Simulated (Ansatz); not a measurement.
# ZrCu5: properties at the relaxed cell

Aim: for ZrCu5, measure the bulk modulus from energies at several volumes.

The COD entry's cell or inner coordinates are ideal or old and differ from later refinements, so a difference from it is no clean test against experiment.

Method: DFT r2SCAN, scalar-relativistic, plane waves, PAW, in Ansatz 0.2.0.

1 further run of the same task is left out (set aside as unsound or not needed). Runs told in other sessions of the task aren't counted.

**1. The starting structure**

It takes space group F-43m (No. 216, cubic). The conventional cell has a = 6.825 Å, b = 6.825 Å, c = 6.825 Å, α = 90.00°, β = 90.00°, γ = 90.00°. Zr (site symmetry -43m) is surrounded by 16 Cu at 2.83 to 2.96 Å. Cu (site symmetry -43m) is surrounded by 12 Cu at 2.83 Å and 4 Zr at 2.96 Å. Cu (site symmetry 3m) has 9 Cu at 2.40 to 2.83 Å and 3 Zr at 2.83 Å in its first shell of neighbours.

Structure file:

```
Zr Cu
1.0
     0.00000    3.41239    3.41239
     3.41239    0.00000    3.41239
     3.41239    3.41239    0.00000
Zr Cu
1 5
Direct
  0.00000 0.00000 0.00000
  0.75000 0.75000 0.75000
  0.37585 0.87245 0.37585
  0.37585 0.37585 0.87245
  0.37585 0.37585 0.37585
  0.87245 0.37585 0.37585
```

This cell was relaxed beforehand with the same method: volume 13.25 Å³/atom, gap on the mesh none (metal).

**2. The cell scaled to 0.97 of its volume**

input.yaml reads:

```yaml
crystal:
  lattice:
    - [0.0, 3.3779153289, 3.3779153289]
    - [3.3779153289, 0.0, 3.3779153289]
    - [3.3779153289, 3.3779153289, 0.0]
  atoms:
    - { symbol: Zr, position: [0.0, 0.0, 0.0] }
    - { symbol: Cu, position: [0.75, 0.75, 0.75] }
    - { symbol: Cu, position: [0.3758511654, 0.8724465038, 0.3758511654] }
    - { symbol: Cu, position: [0.3758511654, 0.3758511654, 0.8724465038] }
    - { symbol: Cu, position: [0.3758511654, 0.3758511654, 0.3758511654] }
    - { symbol: Cu, position: [0.8724465038, 0.3758511654, 0.3758511654] }
basis:
  ecutwfc: 500
kpoints:
  mp_grid: { grid: [10, 10, 10] }
hamiltonian:
  xc: r2scan
scf:
  occupations: { method: gaussian, width: 0.1 }
output:
  forces: true
  stress: true
  eigenvalues: true
relax:
  adjacent_minimum: "off"
  f_tol: 0.01
  max_steps: 30
```

Started as:

```sh
ansatz run input.yaml --threads 1 --pin off --max-ram 2560MiB --backend cpu --events-out ev --progress --plain --runs-dir out
```

**3. The cell scaled to 1.03 of its volume**

input.yaml: that of step 2 with these lines changed.

```diff
@@ -2,5 +2,5 @@
   lattice:
-    - [0.0, 3.3779153289, 3.3779153289]
-    - [3.3779153289, 0.0, 3.3779153289]
-    - [3.3779153289, 3.3779153289, 0.0]
+    - [0.0, 3.4461744332, 3.4461744332]
+    - [3.4461744332, 0.0, 3.4461744332]
+    - [3.4461744332, 3.4461744332, 0.0]
   atoms:
```

**4. Volume × 0.94**

input.yaml: that of step 3 with these lines changed.

```diff
@@ -2,5 +2,5 @@
   lattice:
-    - [0.0, 3.4461744332, 3.4461744332]
-    - [3.4461744332, 0.0, 3.4461744332]
-    - [3.4461744332, 3.4461744332, 0.0]
+    - [0.0, 3.3427261519, 3.3427261519]
+    - [3.3427261519, 0.0, 3.3427261519]
+    - [3.3427261519, 3.3427261519, 0.0]
   atoms:
@@ -24,2 +24,6 @@
   eigenvalues: true
+  write_density: true
+  write_potential: true
+  elf: true
+  volumetric_format: npy
 relax:
```

**5. The cell scaled to 1.06 of its volume**

input.yaml: that of step 4 with these lines changed.

```diff
@@ -2,5 +2,5 @@
   lattice:
-    - [0.0, 3.3427261519, 3.3427261519]
-    - [3.3427261519, 0.0, 3.3427261519]
-    - [3.3427261519, 3.3427261519, 0.0]
+    - [0.0, 3.4793127587, 3.4793127587]
+    - [3.4793127587, 0.0, 3.4793127587]
+    - [3.4793127587, 3.4793127587, 0.0]
   atoms:
@@ -24,6 +24,2 @@
   eigenvalues: true
-  write_density: true
-  write_potential: true
-  elf: true
-  volumetric_format: npy
 relax:
```

**6. Volume × 0.91**

input.yaml: that of step 5 with these lines changed.

```diff
@@ -2,5 +2,5 @@
   lattice:
-    - [0.0, 3.4793127587, 3.4793127587]
-    - [3.4793127587, 0.0, 3.4793127587]
-    - [3.4793127587, 3.4793127587, 0.0]
+    - [0.0, 3.306780074, 3.306780074]
+    - [3.306780074, 0.0, 3.306780074]
+    - [3.306780074, 3.306780074, 0.0]
   atoms:
```

**7. Point at V/V0 = 1.10**

input.yaml: that of step 6 with these lines changed.

```diff
@@ -2,5 +2,5 @@
   lattice:
-    - [0.0, 3.306780074, 3.306780074]
-    - [3.306780074, 0.0, 3.306780074]
-    - [3.306780074, 3.306780074, 0.0]
+    - [0.0, 3.522538455, 3.522538455]
+    - [3.522538455, 0.0, 3.522538455]
+    - [3.522538455, 3.522538455, 0.0]
   atoms:
```

(Steps that only read results are left out.)

What does the calculation give? Wanted: equilibrium volume of the fit; bulk modulus.

The runs gave:

```
                     quantity          value
equilibrium volume of the fit  13.24 Å³/atom
                 bulk modulus        155 GPa
      its pressure derivative            4.7
```

**Reading.** The fit puts the minimum at 13.24 Å³/atom with B = 155 GPa and B' = 4.7.
